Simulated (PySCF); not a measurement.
Runs of PySCF 2.14.0 on OZnH2. The cell holds a molecule in a box, 4 atoms: a = 10.000 Å, b = 13.000 Å, c = 11.000 Å, α = 90.00°, β = 90.00°, γ = 90.00°. 

```tsv
task	level	conv_tol	grid for exchange and correlation	three-centre integrals	frozen core bands	exxdiv	gap on the mesh (eV)
atomic charges	SVWN5	1e-07 Ha	Becke, atom-centred	read from an earlier run's file	-	-	(a)
MP2 correlation energy	HF	1e-08 Ha	-	read from an earlier run's file	6	ewald	16.96
CCSD(T) correlation energy	HF	1e-08 Ha	-	read from an earlier run's file	6	ewald	16.96
atomic charges	PBE	1e-07 Ha	Becke, atom-centred	-	-	-	6.26
```

Alike in all rows: potentials or basis pob-tzvp-rev2 (all-electron); no spin polarisation; cell as given; k mesh 1 × 1 × 1; smearing fixed.

**Question.** Fill in the values left out.

**Answer.** (a) 6.23.

Caveats: this is a molecule in a periodic box at the Γ point, so its band gap is the HOMO-LUMO gap; the basis of atomic orbitals isn't converged, which shifts pressures, moduli and gaps; the basis is small and the box finite, so much correlation energy is missing and levels can be off by tenths of an eV (some runs).

